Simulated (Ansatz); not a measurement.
**C2H9InS: basis-set convergence**

One table from this session's results is given with a row withheld; the runs are named, their logs left out.

Method: one geometry, several basis sets; program: Ansatz 0.2.0, Gaussian basis.

Levels to be run: PBE0-D4/def2-SVP; ωB97M-V/def2-SVP; PBE0-D4/def2-QZVPP; ωB97M-V/def2-QZVPP; the functionals' def2-TZVPP values are taken from earlier runs.

**The geometry**

The geometry comes from an earlier relaxation with PBE0-D4 in a triple-zeta def2 set; it is a stationary point, not always the lowest conformer. In takes the def2 core potential; no spin-orbit term is included.

13 atoms, charge 0, spin multiplicity 1.

Atoms are counted from 1 here; the program's logs count them from 0.

Bond lengths: C1–In2 2.171 Å, C1–H5 1.093 Å, C1–H6 1.092 Å, C1–H7 1.092 Å, In2–C3 2.166 Å, In2–S4 2.901 Å, In2–H8 1.741 Å, C3–H9 1.093 Å, C3–H10 1.092 Å, C3–H11 1.091 Å, S4–H12 1.343 Å, S4–H13 1.343 Å. Angles: In2–C1–H5 110.0°, In2–C1–H6 111.2°, In2–C1–H7 111.4°, H5–C1–H6 107.7°, H5–C1–H7 107.6°, H6–C1–H7 108.9°, C1–In2–C3 119.4°, C1–In2–S4 94.3°, C1–In2–H8 119.0°, C3–In2–S4 95.4°, C3–In2–H8 120.2°, S4–In2–H8 92.5°, In2–C3–H9 109.9°, In2–C3–H10 111.2°, In2–C3–H11 111.1°, H9–C3–H10 107.8°, H9–C3–H11 107.8°, H10–C3–H11 108.9° and more.

The first run:

in.yaml reads:

```yaml
crystal:
  periodic: [false, false, false]
  atoms:
    - {symbol: C, position_ang: [-0.644171, 1.746277, -0.466927]}
    - {symbol: In, position_ang: [-0.379711, -0.398418, -0.675334]}
    - {symbol: C, position_ang: [1.622376, -1.212480, -0.816264]}
    - {symbol: S, position_ang: [-0.694582, -0.935180, 2.158520]}
    - {symbol: H, position_ang: [-0.619664, 2.222794, -1.450251]}
    - {symbol: H, position_ang: [0.155052, 2.185387, 0.134312]}
    - {symbol: H, position_ang: [-1.605167, 1.986116, -0.007350]}
    - {symbol: H, position_ang: [-1.754780, -1.380691, -1.092276]}
    - {symbol: H, position_ang: [1.959061, -1.192562, -1.855721]}
    - {symbol: H, position_ang: [2.329157, -0.627394, -0.224683]}
    - {symbol: H, position_ang: [1.649045, -2.249130, -0.476307]}
    - {symbol: H, position_ang: [-0.085164, 0.190518, 2.565865]}
    - {symbol: H, position_ang: [-1.911152, -0.369937, 2.221314]}
basis:
  gaussian: {orbitals: def2-SVP}
hamiltonian: {xc: pbe0, dispersion: d4}
output: {orbitals: {seedname: orbitals}}
```

Among the steps run: PBE0-D4 in def2-SVP; ωB97M-V in def2-SVP; PBE0-D4 in def2-QZVPP; ωB97M-V in def2-QZVPP.

One of the session's tables, all rows but one given; the rest of the session is left out.

It belongs to the step «Functionals by basis». 

```
functional       basis  HOMO (eV)  LUMO (eV)
   PBE0-D4    def2-SVP          ?          ?
   PBE0-D4  def2-TZVPP      -6.83      -0.30
   PBE0-D4  def2-QZVPP      -6.85      -0.42
   ωB97M-V    def2-SVP      -8.95       1.61
   ωB97M-V  def2-TZVPP      -9.03       1.02
   ωB97M-V  def2-QZVPP      -9.04       0.72
```

Q: Estimate the row for PBE0-D4, def2-SVP from the others.

**Answer.** HOMO (eV): -6.77; LUMO (eV): 0.07. In the column «HOMO (eV)» it is the highest.
